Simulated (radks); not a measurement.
# Co²⁺ with its nuclear charge varied continuously

What is the energy between the elements? 25 electrons are held in [Ar] 3d7 while Z is changed in small steps.

Program: radks (a radial shooting solver on a logarithmic mesh, Libxc functionals) version 1. Level of theory: Dirac Kohn-Sham, PBE, spin-unpolarised, spherical densities, point nucleus; open shells fill j = l - 1/2 first. These are calculated values, not measurements, unless marked.

### 1 The atom as given

```
element       : cobalt (Z = 27)
charge        : +2
electrons     : 25
configuration : [Ar] 3d7
```

In the logs a row gives level, spin channel, occupation and eigenvalue; Etot, Ekin, Encl (electron-nucleus), Eh (Hartree) and Exc are energies, all in hartree; err is the last residual, it the number of iterations.

### 2 Z = 27

The run's settings:

```text
Z 27
configuration [Ar] 3d7
relativity Dirac
functional pbe,pbe
spin unpolarised
j_filling energy
nucleus point
c 137.035999084
```

Log:

```text
1s1/2   1   2.0000        -279.68281394
2s1/2   1   2.0000         -33.71520331
2p1/2   1   2.0000         -29.33925982
2p3/2   1   4.0000         -28.79437867
3s1/2   1   2.0000          -4.46212722
3p1/2   1   2.0000          -3.15758538
3p3/2   1   4.0000          -3.08971346
3d3/2   1   4.0000          -0.99792081
3d5/2   1   3.0000          -0.99064825
Etot -1392.2389391263964
Ekin 1413.1893540020235
Encl -3321.0692566606313
Eh 574.6017132044014
Exc -58.96074967219016
err 2.1309595646606416e-09
it 15
```

Highest occupied level: 3d5/2 at -26.957 eV.

Radial moments (bohr):

```tsv
level	occupation	energy (eV)	<r>	outermost maximum (interpolated)	90 % within	nodes
2s1/2	2	-917.44	0.2553	0.213	0.396	1
2p1/2	2	-798.36	0.2228	0.170	0.365	0
2p3/2	4	-783.53	0.2259	0.173	0.370	0
3s1/2	2	-121.42	0.7743	0.669	1.16	2
3p1/2	2	-85.922	0.8100	0.674	1.25	1
3p3/2	4	-84.075	0.8197	0.682	1.27	1
3d3/2	4	-27.155	1.019	0.667	1.76	0
3d5/2	3	-26.957	1.024	0.670	1.77	0
```

Radial density 4πr²ρ:

```tsv
r (bohr)	4πr²ρ (e/bohr)
0.00210	0.7474
0.00303	1.462
0.00434	2.759
0.00628	5.114
0.00899	8.946
0.0130	14.84
0.0188	22.41
0.0269	29.49
0.0389	32.76
0.0557	29.96
0.0805	25.74
0.115	29.02
0.167	36.34
0.241	30.67
0.345	16.92
0.499	15.87
0.715	18.25
1.03	10.84
1.48	3.565
2.14	0.7575
3.09	0.09734
```

### 3 Z = 26.6

Input: that of step 2 with these lines changed.

```diff
@@ -1,2 +1,2 @@
-Z 27
+Z 26.6
 configuration [Ar] 3d7
```

Log:

```text
1s1/2   1   2.0000        -270.58337507
2s1/2   1   2.0000         -32.26947069
2p1/2   1   2.0000         -27.98586102
2p3/2   1   4.0000         -27.47669577
3s1/2   1   2.0000          -4.08164516
3p1/2   1   2.0000          -2.81777859
3p3/2   1   4.0000          -2.75511029
3d3/2   1   4.0000          -0.74734983
3d5/2   1   3.0000          -0.74100673
Etot -1343.517530280955
Ekin 1363.1059982677866
Encl -3208.056247360384
Eh 559.074901608965
Exc -57.64218279732235
err 5.177868670180406e-09
it 15
```

E − E(step 2, Z = 27) = +1325.8 eV. Highest occupied level: 3d5/2 at -20.164 eV.

### 4 Z = 26.8

Input: that of step 3 with these lines changed.

```diff
@@ -1,2 +1,2 @@
-Z 26.6
+Z 26.8
 configuration [Ar] 3d7
```

Log:

```text
1s1/2   1   2.0000        -275.11101441
2s1/2   1   2.0000         -32.98578624
2p1/2   1   2.0000         -28.65608128
2p3/2   1   4.0000         -28.12928626
3s1/2   1   2.0000          -4.26826105
3p1/2   1   2.0000          -2.98416040
3p3/2   1   4.0000          -2.91893956
3d3/2   1   4.0000          -0.86929246
3d5/2   1   3.0000          -0.86249435
Etot -1367.7582895233877
Ekin 1388.0189642940504
Encl -3264.340151217486
Eh 566.8654912290051
Exc -58.30259382895729
err 3.497726778281728e-09
it 15
```

E − E(step 2, Z = 27) = +666.152 eV. The top filled level is 3d5/2, -23.470 eV.

### 5 Z = 27.2

Input: that of step 4 with these lines changed.

```diff
@@ -1,2 +1,2 @@
-Z 26.8
+Z 27.2
 configuration [Ar] 3d7
```

Log:

```text
1s1/2   1   2.0000        -284.29857162
2s1/2   1   2.0000         -34.45747240
2p1/2   1   2.0000         -30.03515038
2p3/2   1   4.0000         -29.47171834
3s1/2   1   2.0000          -4.66295025
3p1/2   1   2.0000          -3.33777205
3p3/2   1   4.0000          -3.26714871
3d3/2   1   4.0000          -1.13300199
3d5/2   1   3.0000          -1.12523508
Etot -1416.9592455787817
Ekin 1438.6172227237812
Encl -3378.2493149447837
Eh 582.2897336483197
Exc -59.61688700609895
err 8.564035027834453e-10
it 15
```

E − E(step 2, Z = 27) = -672.674 eV. Highest occupied level: 3d5/2 at -30.619 eV.

### 6 Z = 27.4

Input: that of step 5 with these lines changed.

```diff
@@ -1,2 +1,2 @@
-Z 27.2
+Z 27.4
 configuration [Ar] 3d7
```

Log:

```text
1s1/2   1   2.0000        -288.95811936
2s1/2   1   2.0000         -35.21237830
2p1/2   1   2.0000         -30.74354084
2p3/2   1   4.0000         -30.16108470
3s1/2   1   2.0000          -4.87047829
3p1/2   1   2.0000          -3.52447998
3p3/2   1   4.0000          -3.45100313
3d3/2   1   4.0000          -1.27433482
3d5/2   1   3.0000          -1.26605315
Etot -1441.9190198635595
Ekin 1464.3026753422328
Encl -3435.8853404402616
Eh 589.9348638259664
Exc -60.27121859149702
err 6.582147686355495e-10
it 15
```

E − E(step 2, Z = 27) = -1351.9 eV. 3d5/2 is the highest filled level (-34.451 eV).

### 7 Z = 27.6

Input: that of step 6 with these lines changed.

```diff
@@ -1,2 +1,2 @@
-Z 27.4
+Z 27.6
 configuration [Ar] 3d7
```

Log:

```text
1s1/2   1   2.0000        -293.66131778
2s1/2   1   2.0000         -35.97973518
2p1/2   1   2.0000         -31.46424831
2p3/2   1   4.0000         -30.86228633
3s1/2   1   2.0000          -5.08449463
3p1/2   1   2.0000          -3.71750325
3p3/2   1   4.0000          -3.64106904
3d3/2   1   4.0000          -1.42174496
3d5/2   1   3.0000          -1.41292765
Etot -1467.1181112379068
Ekin 1490.2458600252526
Encl -3493.9817269893115
Eh 597.5416905257007
Exc -60.92393479954859
err 3.9764724965007563e-10
it 15
```

Energy against step 2 (Z = 27): -2037.6 eV. Highest occupied level: 3d5/2 at -38.448 eV.

### 8 Z = 27.8

Input: that of step 7 with these lines changed.

```diff
@@ -1,2 +1,2 @@
-Z 27.6
+Z 27.8
 configuration [Ar] 3d7
```

Log:

```text
1s1/2   1   2.0000        -298.40805172
2s1/2   1   2.0000         -36.75938230
2p1/2   1   2.0000         -32.19711478
2p3/2   1   4.0000         -31.57515661
3s1/2   1   2.0000          -5.30481221
3p1/2   1   2.0000          -3.91666486
3p3/2   1   4.0000          -3.83716767
3d3/2   1   4.0000          -1.57508090
3d5/2   1   3.0000          -1.56570651
Etot -1492.5564020147613
Ekin 1516.446963010697
Encl -3552.5423471379027
Eh 605.1141876777172
Exc -61.57520556527272
err 1.4248406098804757e-10
it 15
```

E − E(step 2, Z = 27) = -2729.8 eV. Highest occupied level: 3d5/2 at -42.605 eV.

### 9 Z = 28

Input: that of step 8 with these lines changed.

```diff
@@ -1,2 +1,2 @@
-Z 27.8
+Z 28
 configuration [Ar] 3d7
```

Log:

```text
1s1/2   1   2.0000        -303.19822646
2s1/2   1   2.0000         -37.55118030
2p1/2   1   2.0000         -32.94200346
2p3/2   1   4.0000         -32.29955006
3s1/2   1   2.0000          -5.53126899
3p1/2   1   2.0000          -4.12181216
3p3/2   1   4.0000          -4.03914455
3d3/2   1   4.0000          -1.73421041
3d5/2   1   3.0000          -1.72425698
Etot -1518.233803184557
Ekin 1542.9062040245271
Encl -3611.5706353206224
Eh 612.6558105613844
Exc -62.22518244984626
err 1.3215724904576066e-10
it 15
```

E − E(step 2, Z = 27) = -3428.5 eV. The top filled level is 3d5/2, -46.919 eV.

### 10 Results

```tsv
Z	E (hartree)	E(electron-nucleus)/Z (hartree)	highest level	its energy (eV)	<r> (bohr)
26.6	-1343.51753	-120.604	3d5/2	-20.164	1.091
26.8	-1367.75829	-121.804	3d5/2	-23.470	1.056
27	-1392.23894	-123.003	3d5/2	-26.957	1.024
27.2	-1416.95925	-124.200	3d5/2	-30.619	0.9950
27.4	-1441.91902	-125.397	3d5/2	-34.451	0.9681
27.6	-1467.11811	-126.594	3d5/2	-38.448	0.9432
27.8	-1492.55640	-127.789	3d5/2	-42.605	0.9199
28	-1518.23380	-128.985	3d5/2	-46.919	0.8982
```

In words: At Z = 27 the central difference of E is -123.002 hartree, against -123.003 from the Hellmann-Feynman theorem. The top level goes from -20.164 eV at Z = 26.6 to -46.919 eV at Z = 28.
